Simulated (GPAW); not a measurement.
AlFe3B:

```
CELL_PARAMETERS angstrom
3.82232 0.00000 0.00000
0.00000 3.82232 0.00000
0.00000 0.00000 3.82232
ATOMIC_POSITIONS crystal
Fe 0.00000 0.00000 0.50000
Fe 0.00000 0.50000 0.00000
Fe 0.50000 0.00000 0.00000
Al 0.50000 0.50000 0.50000
B 0.00000 0.00000 0.00000
```

The cell comes from a database or a generator and needn't be the stable form of this composition.

Base run:

| Property | Result |
| --- | --- |
| Program | GPAW 26.7.0 |
| Functional | PBEsol |
| Potentials or basis | PAW data sets generated in the run's folder for this functional |
| Cutoff | 800 eV |
| Basis | pw |
| k mesh | 7 × 7 × 7 |
| Occupations | fermi-dirac, width 0.05 eV |
| Spin | collinear spin, ferromagnetic start |
| Starting moments | [3.0, 3.0, 3.0, 0.0, 0.0] μB |
| Hubbard terms | Fe d U = 3 eV |

Its results: pressure 9.0 GPa; net moment 6.72 μB per cell; site moments Fe +2.49; Al -0.13; B -0.10 μB.

Question: After a change of settings the same cell gave: pressure 5.4 GPa; net moment 6.32 μB per cell; site moments Fe +2.31; Al -0.11; B -0.09 μB. Which change was it?
A. hubbard terms from Fe d U = 3 eV to none
B. hubbard terms from Fe d U = 3 eV to Fe d U = 4 eV
C. hubbard terms from Fe d U = 3 eV to Fe d U = 2 eV

Answer: C.

Caveats: the U is typed as a test and isn't derived for this compound.
